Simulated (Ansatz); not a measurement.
Write a Python script for Ansatz 0.2.0 through its Python package that makes a single point in a Gaussian basis of CH₃FOSn, SMILES C[O][Sn][F]. Use: Hartree-Fock, def2-SVP basis, multiplicity 1.

```yaml
atoms:
  - { symbol: C, position_ang: [0.3515, 0.7658, 0.0718] }
  - { symbol: O, position_ang: [0.7560, -0.3288, 0.7395] }
  - { symbol: Sn, position_ang: [-0.7367, -1.6758, 0.6744] }
  - { symbol: F, position_ang: [-0.9275, -2.2304, -1.1508] }
  - { symbol: H, position_ang: [0.0840, 0.5653, -1.0209] }
  - { symbol: H, position_ang: [-0.5940, 1.2528, 0.5588] }
  - { symbol: H, position_ang: [1.1280, 1.5831, 0.0816] }
```

Script `ch3fosn.py`:
```python
"""Single point of CH3FOSn."""

import logging
import sys

import ansatz as az
import numpy as np

logging.basicConfig(stream=sys.stdout, format="[%(levelname)s] %(message)s")
log = logging.getLogger("ansatz_job")
log.setLevel(logging.INFO)


def main() -> None:
    molecule = (
        az.Crystal.molecule()
        .atom("C", (0.3515, 0.7658, 0.0718))
        .atom("O", (0.756, -0.3288, 0.7395))
        .atom("Sn", (-0.7367, -1.6758, 0.6744))
        .atom("F", (-0.9275, -2.2304, -1.1508))
        .atom("H", (0.084, 0.5653, -1.0209))
        .atom("H", (-0.594, 1.2528, 0.5588))
        .atom("H", (1.128, 1.5831, 0.0816))
    )

    calculation = (
        molecule.calculation()
        .basis(gaussian="def2-SVP")
        .functional("HF")
        .scf(lower_state_search="off")
        .forces()
    )
    print(calculation.to_yaml())
    try:
        r = calculation.run().report
    except az.AnsatzError as error:
        sys.exit(f"{type(error).__name__}: {error}")

    log.info("reference energy %16.6f eV" % r["reference_energy_ev"])
    log.info("total energy     %16.6f eV" % r["free_energy_ev"])
    print("occupied orbitals outside the frozen core (up, down):", r["n_occupied"], " frozen:", r["n_frozen"], " virtual:", r["n_virtual"])

    symbols = [site.symbol for site in molecule.cartesian_sites]
    forces = np.array(r["forces_ev_ang"])
    print("largest force", round(float(np.linalg.norm(forces, axis=1).max()), 4), "eV/A, rms", round(float(np.sqrt((forces ** 2).mean())), 4))

    charges = r["charge_distribution"]
    dipole = np.array(charges["dipole_moment_e_ang"]) * 4.803205
    log.info("dipole (D): {:.3f} {:.3f} {:.3f}, length {:.3f}".format(*dipole, np.linalg.norm(dipole)))
    log.info("atom  Mulliken   Lowdin")
    for symbol, m, l in zip(symbols, charges["mulliken_charges_e"], charges["lowdin_charges_e"]):
        log.info(f"{symbol:4s} {m:9.3f} {l:8.3f}")


if __name__ == "__main__":
    main()
```

```console
$ python ch3fosn.py
crystal:
  periodic: [false, false, false]
  atoms:
    - { symbol: C, position_ang: [0.3515, 0.7658, 0.0718] }
    - { symbol: O, position_ang: [0.756, -0.3288, 0.7395] }
    - { symbol: Sn, position_ang: [-0.7367, -1.6758, 0.6744] }
    - { symbol: F, position_ang: [-0.9275, -2.2304, -1.1508] }
    - { symbol: H, position_ang: [0.084, 0.5653, -1.0209] }
    - { symbol: H, position_ang: [-0.594, 1.2528, 0.5588] }
    - { symbol: H, position_ang: [1.128, 1.5831, 0.0816] }
basis:
  gaussian:
    orbitals: def2-SVP
hamiltonian:
  xc: hf
scf:
  lower_state_search: "off"
output:
  forces: true

[INFO] reference energy    -11622.291438 eV
[INFO] total energy        -11622.291438 eV
occupied orbitals outside the frozen core (up, down): [24, 24]  frozen: 0  virtual: [59, 59]
largest force 3.4879 eV/A, rms 1.081
[INFO] dipole (D): -1.319 0.200 1.778, length 2.222
[INFO] atom  Mulliken   Lowdin
[INFO] C        0.173    0.033
[INFO] O       -0.759   -0.237
[INFO] Sn       1.128    0.560
[INFO] F       -0.599   -0.294
[INFO] H        0.024   -0.018
[INFO] H       -0.010   -0.025
[INFO] H        0.043   -0.019
```

Reading the output:
- The settings weren't tested for convergence.
- The geometry is a force-field or estimated start, not a minimum of this method, and the basis set is short of its limit.
- def2 sets replace the cores of elements past krypton by effective core potentials.
- The Löwdin charges here are taken after orthogonalising the functions within each atom; they differ from plain Löwdin charges, and their signs can be unphysical.
- Run time: 1.4 s on 1 thread of Intel(R) Xeon(R) 6975P-C (Granite Rapids) (shared host), peak memory 0.21 GiB.

(A comment or docstring line of the script was reworded after the run, the code is as it ran; lines on the test bed's own set-up are left out of the output.)
